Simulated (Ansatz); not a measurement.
Run this with Ansatz 0.2.0 through its Python package and show what comes out.

`euhg2_yaml_run.py`
```python
import warnings

import ansatz as az
import numpy as np

INPUT = """
crystal:
  lattice:
    - [4.97, 0.0, 0.0]
    - [-2.485, 4.304146, 0.0]
    - [0.0, 0.0, 3.705]
  atoms:
    - { symbol: Eu, position: [0.0, 0.0, 0.0], spin: 7.0 }
    - { symbol: Hg, position: [0.333333, 0.666667, 0.5] }
    - { symbol: Hg, position: [0.666667, 0.333333, 0.5] }
magnetization:
  spin_polarized: true
kpoints:
  mp_grid: { grid: [7, 7, 8] }
hamiltonian:
  xc: pbesol
scf:
  occupations: { method: cold, width: 0.1 }
basis:
  ecutwfc: "510 eV"
output:
  forces: true
"""


def main() -> None:
    warnings.simplefilter("ignore", az.DeckWarning)

    planned = az.Session.from_yaml(INPUT).plan(threads=1, pin="off")
    done = planned.execute()
    data = done.report

    print(f"free energy      {data['free_energy_ev']:.5f} eV")
    print(f"per atom         {data['free_energy_ev'] / len(done.lattice.sites):.5f} eV")
    print(f"SCF iterations   {data['n_iterations']}  (converged: {data['converged']})")

    forces = np.array(data["forces_ev_ang"])
    norms = np.linalg.norm(forces, axis=1)
    print("largest force {:.4f} eV/A on atom {}".format(norms.max(), norms.argmax()))
    print(np.array2string(forces, precision=4, suppress_small=True))

    print("site moments (muB):", [round(m, 2) for m in data["site_moments_mub"]])
    print("electrons up, down:", [round(n, 3) for n in data["spin_occupation_sums"]])


if __name__ == "__main__":
    main()
```

```console
$ python euhg2_yaml_run.py
free energy      -36002.13429 eV
per atom         -12000.71143 eV
SCF iterations   16  (converged: True)
largest force 0.0000 eV/A on atom 2
[[ 0.  0.  0.]
 [ 0. -0.  0.]
 [-0.  0.  0.]]
site moments (muB): [6.84, 0.01, 0.01]
electrons up, down: [32.061, 24.939]
```

What to keep in mind:
- Absolute energies stand on the zero of these potentials, so only differences at equal settings mean something.
- Open f shells: without a Hubbard U, without spin-orbit coupling; the state reached hangs on the start and needn't be the lowest.
- The mesh is modest for a metal, so energies can be off by several to tens of meV an atom and pressures by half a GPa or more; differences at equal mesh fare better.
- The structure is a deposited one; some such entries were measured under pressure or heat, so a shift against it needn't be the functional's error alone.
- The whole script took 32 s on 1 thread of Arm Neoverse V1, on a shared host, peak memory 0.62 GiB.
